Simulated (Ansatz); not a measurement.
# GeH₂O: a ladder of functionals and wavefunction methods

One table from this session's results is given with a row withheld; the runs are named, their logs left out.

Computed with Ansatz 0.2.0, Gaussian basis. Level: functionals in def2-TZVPP, the program's frozen cores in correlated methods.

Plan: LDA (SPW92), PBE-D4, revPBE-D4, BLYP-D4, r2SCAN-D4, B97M-V, PBE0-D4, B3LYP-D4, r2SCANh-D4, r2SCAN0-D4, HSE06-D4, BHLYP-D4, CAM-B3LYP-D4, LC-ωPBE, ωB97X-V, ωB97M-V, B2PLYP, PBE-QIDH; CCSD(T)/def2-SVP; CCSD(T)/def2-TZVPP; CCSD(T)/def2-QZVPP; extrapolation to the limit; RPA on PBE.

### Structure used throughout

An earlier PBE0-D4 in a triple-zeta def2 set relaxation fixed the geometry.

SMILES `[OH][GeH]`, 4 atoms, charge 0, spin multiplicity 1.

Atoms are counted from 1 here; the program's logs count them from 0.

Bond lengths: O1–Ge2 1.791 Å, O1–H3 0.961 Å, Ge2–H4 1.599 Å. Angles: Ge2–O1–H3 111.5°, O1–Ge2–H4 92.3°.

Geometry (Å):

```xyz
4
GeH2O
O    -0.12232   -0.66223    0.51628
Ge    0.51165    0.56606   -0.62192
H     0.54350   -1.32222    0.72886
H    -0.87733    1.35810   -0.64353
```

The first run:

File in.yaml:

```yaml
crystal:
  periodic: [false, false, false]
  atoms:
    - {symbol: O, position_ang: [-0.122321, -0.662233, 0.516285]}
    - {symbol: Ge, position_ang: [0.511645, 0.566057, -0.621920]}
    - {symbol: H, position_ang: [0.543504, -1.322222, 0.728865]}
    - {symbol: H, position_ang: [-0.877329, 1.358099, -0.643530]}
basis:
  gaussian: {orbitals: def2-TZVPP}
hamiltonian: {xc: lda}
output: {orbitals: {seedname: orbitals}}
```

Run with:

```console
> ansatz run in.yaml --threads 2 --pin off --events-out ev --progress --plain --max-ram 20480MiB --backend cpu
```

Steps of the session up to this table: LDA; PBE-D4 (GGA); revPBE-D4 (GGA); BLYP-D4 (GGA); r2SCAN-D4 (meta-GGA); B97M-V (meta-GGA); B3LYP-D4 (hybrid); r2SCANh-D4 (hybrid); r2SCAN0-D4 (hybrid); HSE06-D4 (hybrid); BHLYP-D4 (hybrid); CAM-B3LYP-D4 (range-separated); LC-ωPBE (range-separated); ωB97X-V (range-separated); ωB97M-V (range-separated); B2PLYP (double hybrid); PBE-QIDH (double hybrid).

One table of the session follows, with a row left open; its other results are not shown here.

It belongs to the step «Orbital energies across the functionals». 

| functional | HOMO (eV) | LUMO (eV) | gap (eV) |
| --- | --- | --- | --- |
| LDA (SPW92) | -5.71 | -3.29 | 2.42 |
| PBE-D4 | -5.60 | -3.05 | 2.55 |
| revPBE-D4 | -5.55 | -2.95 | 2.60 |
| BLYP-D4 | -5.51 | -2.97 | 2.54 |
| r2SCAN-D4 | -5.88 | -2.96 | 2.91 |
| B97M-V | -5.88 | -2.92 | 2.96 |
| PBE0-D4 | -6.72 | -2.24 | 4.48 |
| B3LYP-D4 | -6.56 | -2.48 | 4.08 |
| r2SCANh-D4 | -6.29 | -2.65 | 3.63 |
| r2SCAN0-D4 | -6.90 | -2.20 | 4.71 |
| HSE06-D4 | -6.32 | -2.61 | 3.71 |
| BHLYP-D4 | ? | ? | ? |
| CAM-B3LYP-D4 | -8.04 | -1.20 | 6.85 |
| LC-ωPBE | -9.31 | -0.01 | 9.30 |
| ωB97X-V | -8.99 | -0.12 | 8.87 |
| ωB97M-V | -8.87 | -0.23 | 8.64 |

Estimate the missing values for BHLYP-D4.

Worked estimate for «HOMO (eV)». Against the share of exact exchange, BLYP-D4 (0, -5.51), B3LYP-D4 (0.2, -6.56) give a slope of -5.25 per unit share; at 0.5 the line stands at -8.13.

**Answer.** HOMO (eV): -7.75; LUMO (eV): -1.39; gap (eV): 6.36. In «HOMO (eV)» the line misses by -0.38.
